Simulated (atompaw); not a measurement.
# A PAW (atompaw) potential for Cr, from input to tests

Aim: build the potential from the settings below, then test how well it stands in for the atom: scattering, ghost states and the plane-wave cutoff that it needs.

Program: atompaw 4.2.0.5. Reference atom: LDA (PW92), scalar-relativistic, spherical and spin-unpolarised. All values are calculated.

**1. The atom and the settings**

Typed settings, in words:

```json
{
 "element": "chromium (Cr, Z = 24)",
 "type": "PAW",
 "frozen core": "[Ar]",
 "valence charge": "6",
 "reference configuration": "3d5 4s1 4p0",
 "partial waves": "4s (bound): rc 3.00 bohr; 4s channel at 0.05 Ry: rc 3.00 bohr; 4p (bound, empty): rc 3.00 bohr; 4p channel at 2.9 Ry: rc 3.00 bohr; 3d (bound): rc 1.55 bohr; 3d channel at 0.05 Ry: rc 1.55 bohr",
 "local potential": "troulliermartins scheme with l = 3 at -0.5 Ry, radius 2.15 bohr",
 "core correction": "smooth core density matched at 1.80 bohr",
 "augmentation charge": "besselshape compensation charge, radius 2.75 bohr; PAW radius 3.00 bohr; waves and projectors: custom rrkj gramschmidtortho"
}
```

The outer shells as boxes (Hund's rule for the drawing; the calculation is spin-unpolarised):

```
[Ar] core
3d [↑ ][↑ ][↑ ][↑ ][↑ ]
4s [↑ ]
4p [  ][  ][  ]
```

An earlier all-electron run gives the scale for the radii.

All-electron outer shells of the reference configuration (LDA (PW92), scalar-relativistic, ld1.x):

| shell | level (eV) | outermost node (bohr) | outermost maximum (bohr) |
| --- | --- | --- | --- |
| 3s | -73.56 | 0.36 | 0.78 |
| 3p | -45.35 | 0.33 | 0.80 |
| 4s | -4.19 | 1.12 | 2.74 |
| 3d | -3.13 | – | 0.84 |
| 4p | -1.08 | 1.25 | 3.85 |

**2. Generation**

Cr.input reads:

```
Cr 24
LDA-PW scalarrelativistic loggrid 1500 logderivrange -2 5 176
4 4 3 0 0 0
4 0 1
4 1 0
3 2 5
0 0 0
c
c
c
v
c
c
v
v
2
3.00 2.75 2.15 1.80
y
0.05
n
y
2.9
n
y
0.05
n
custom rrkj gramschmidtortho besselshape
3 -0.5 troulliermartins
3.00
3.00
3.00
3.00
1.55
1.55
PWSCFOUT
UPFDX 0.0125d0 UPFXMIN -7.d0 UPFZMESH 24.d0
END
```

Started as:

```bash
atompaw < Cr.input > Cr.log
```

Before running it: what results should come out? Wanted: cutoffs for 10 and 1 mRy, occupied levels; bound ghosts; largest phase difference near zero energy, channels read; lowest eigenvalue of the overlap; share of valence orbitals outside the PAW sphere; UPF file.

The runs gave:

| quantity | value |
| --- | --- |
| cutoffs for 10 and 1 mRy, occupied levels | 40 Ry and 70 Ry |
| bound ghosts | none found |
| largest phase difference near zero energy, channels read | 3.140 rad |
| lowest eigenvalue of the overlap (Bessel basis) | 0.281 (s) |
| share of valence orbitals outside the PAW sphere | 4s 56 %, 4p 84 %, 3d 8 % |
| UPF file | written |

**Reading.** The potential is of middling hardness: the looser tolerance needs 40 Ry. The slowest occupied level is 3d: taken alone it needs 45 Ry to come within 1 mRy, against 6 Ry or less for 4s. The Bessel-basis test finds no level below the valence levels. Of the channels read, s scatters worst near zero energy, by up to 3.14 rad. A step near π is an extra or missing state, not a misfit of shape. The pseudo curves have a pole with no partner nearby in the atom's: s at 0.58 Ry. At positive energy that is a spurious or a displaced resonance. All of this concerns the isolated atom, not yet a solid.
